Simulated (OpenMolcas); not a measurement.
**NBrO (SMILES O=NBr): M06/def2-TZVP**

Aim: the vertical electron affinity of NBrO at M06/def2-TZVP, from 2 runs. 

The calculation is run with OpenMolcas 26.06.

### 1 Starting point

NBrO: 3 atoms, total charge 0, spin state singlet. SMILES: `O=NBr`. The coordinates come from a PBE0-D4/def2-TZVP relaxation.

Bond lengths: O1–N2 1.126 Å, N2–Br3 2.117 Å. Angles: O1–N2–Br3 114.9°.

### 2 A single-point energy at M06/def2-TZVP

struct.xyz

```xyz
3

O      0.941780    -0.646800     0.448530
N     -0.044940    -0.636480    -0.092930
Br    -0.896840     1.283280    -0.355590
```

job.inp

```
&GATEWAY
  BasLib=$CurrDir
  Coord=struct.xyz
  Basis=def2-TZVP
  Group=NoSym

&SEWARD

&SCF
  KSDFT=M06
  PrOrbitals=1 1
```

The basis set def2-TZVP is read from a file made from the Basis Set Exchange's data (not shown).

Command:

```sh
$ export MOLCAS_MEM=1860
$ pymolcas job.inp > job.log
```

The program printed:

```text
--- Start Module: gateway ---
[...]
--- Stop Module: gateway /rc=_RC_ALL_IS_WELL_ ---
--- Start Module: seward ---
[...]
      Basis functions          110
--- Stop Module: seward /rc=_RC_ALL_IS_WELL_ ---
[...]
--- Start Module: scf ---
[...]
       Convergence after  15 Iterations
[...]
::    Total KS-DFT energy                           -2703.9487498139
[...]
      Total spin, S                                     0.0000000000
[...]
      Total electronic charge=   50.000000
      Total            charge=   -0.000000
[...]
      Dipole Moment (debye):
      Origin of the operator (angstrom)=   -0.5173    0.7530   -0.2037
                   X=  9.9863E-01               Y= -1.3934E+00               Z=  3.9976E-01           Total=  1.7603E+00
      Quadrupole Moment (debye*angstrom):
[...]
--- Stop Module: scf /rc=_RC_ALL_IS_WELL_ ---
[...]
```

Wall time 16 s (1 thread of Arm Neoverse V2, shared host); peak memory 0.65 GiB.

### 3 The doublet anion

struct.xyz is that of step 2.

job.inp

```
&gateway
  baslib = $CurrDir
  coord = struct.xyz
  basis = def2-TZVP
  group = NoSym

&seward

&scf
  uhf
  charge = -1
  spin = 2
  ksdft = M06
  prorbitals = 1 1
```

The basis set def2-TZVP is read from a file made from the Basis Set Exchange's data (not shown).

Command:

```sh
$ export MOLCAS_MEM=1860
$ pymolcas job.inp > job.log
```

The program printed:

```text
--- Start Module: gateway ---
[...]
--- Stop Module: gateway /rc=_RC_ALL_IS_WELL_ ---
--- Start Module: seward ---
[...]
      Basis functions          110
--- Stop Module: seward /rc=_RC_ALL_IS_WELL_ ---
[...]
--- Start Module: scf ---
[...]
       Convergence after  20 Iterations
[...]
::    Total KS-DFT energy                           -2703.9921969937
[...]
      Total spin, S                                     0.5027142278
[...]
      Total electronic charge=   51.000000
      Total            charge=   -1.000000
[...]
      Dipole Moment (debye):
      Origin of the operator (angstrom)=   -0.5173    0.7530   -0.2037
                   X= -3.9039E-01               Y=  6.5641E-01               Z= -1.4430E-01           Total=  7.7724E-01
      Center of Charge (angstrom)
[...]
--- Stop Module: scf /rc=_RC_ALL_IS_WELL_ ---
[...]
```

It took 26 s on 1 thread of Arm Neoverse V2, shared host; peak memory 0.65 GiB.

### 4 Outcome

Level: M06/def2-TZVP.

```
                                         quantity           value
                       singlet NBrO: total energy  -2703.94875 Eh
                      singlet NBrO: dipole moment          1.76 D
                        singlet NBrO: HOMO energy        -8.03 eV
                        singlet NBrO: LUMO energy        -3.55 eV
                      singlet NBrO: HOMO–LUMO gap         4.48 eV
                      doublet anion: total energy  -2703.99220 Eh
doublet anion: HOMO energy (highest over α and β)         1.34 eV
 doublet anion: LUMO energy (lowest over α and β)         5.15 eV
                              doublet anion: ⟨S²⟩           0.755
vertical electron affinity (to the doublet anion)        1.182 eV
```

**Reading.** This program's gradients are faulty for this kind of reference, so any forces in the log (doublet anion) can't be trusted; the energy can. At fixed nuclei the extra electron is bound by 1.18 eV (27 kcal/mol). The basis has no diffuse functions, so the error can be as large as this value. Mulliken charges (doublet anion) run from -0.64 on Br3 to -0.05 on N2. The HOMO (doublet anion) lies at positive energy, 1.34 eV; only total energies tell whether the electron is bound.
